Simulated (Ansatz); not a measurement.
**ZrC+ (quartet): wave-function methods side by side, def2-SVP**

One table from this session's results is given with a row withheld; the runs are named, their logs left out.

Method: def2-SVP, core rule «outside noble gas», up to 5 orbitals frozen; program: Ansatz 0.2.0, Gaussian basis.

The runs, in order: UHF; CCSD(T) on ROHF; CCSD(T) on UHF; CISD; CCSDT(Q) on ROHF; CCSDT(Q) on UHF; CCSDTQ on ROHF.

9 further runs of the same task are left out: 7 for a known fault of the program, 1 that didn't finish, 1 set aside as unsound or not needed.

## The geometry

The geometry is a PBE0/def2-TZVP stationary point (not a proven minimum) of the parent state, kept for this charge and spin. No spin-orbit coupling is included. Elements past krypton take def2 core potentials.

2 atoms, charge 1, spin multiplicity 4.

Atoms are counted from 1 here; the program's logs count them from 0.

Bond lengths: Zr1–C2 2.091 Å.

Set-up of the first run:

in.yaml

```yaml
crystal:
  periodic: [false, false, false]
  atoms:
    - {symbol: Zr, position_ang: [0.000000, 0.000000, 0.000000]}
    - {symbol: C, position_ang: [0.000000, 0.000000, 2.091000]}
basis:
  gaussian: {orbitals: def2-SVP}
total_charge: 1
magnetization: {spin_polarized: true, initial_magnetization: 3}
hamiltonian: {xc: hf}
output: {orbitals: {seedname: orbitals}}
```

Run with:

```sh
ansatz run in.yaml --threads 1 --pin off --events-out ev --progress --plain --max-ram 4096MiB --backend cpu
```

Among the steps run: UHF; CCSD(T) on ROHF; CCSD(T) on UHF; CISD; CCSDT(Q) on ROHF; CCSDT(Q) on UHF; CCSDTQ on ROHF.

One of the session's tables, all rows but one given; the rest of the session is left out.

```
   method  from RCCSDTQ (meV)
     ROHF             +5010.8
      UHF             +3962.9
     RMP2             +1194.7
     UMP2             +1398.2
    RCCSD              +410.7
    UCCSD              +339.9
 RCCSD(T)              +108.8
 UCCSD(T)               +91.9
   RCCSDT               +48.0
   UCCSDT                +5.5
RCCSDT(Q)                   ?
UCCSDT(Q)               -36.8
  RCCSDTQ                   0
```

Estimate the missing values for RCCSDT(Q).

As computed: from RCCSDTQ (meV): +4.7. In the column «from RCCSDTQ (meV)» it lies between RCCSDTQ (0) and UCCSDT (+5.5).

Caveats from the session: The determinant is far from a pure spin state, so its energy mixes those of several spin states (harmless only where they are near-degenerate, as at dissociation). Restricted and unrestricted rows rest on different reference determinants; where their highest levels disagree by more than a few hundredths of an eV, they describe different states and don't form one ladder.
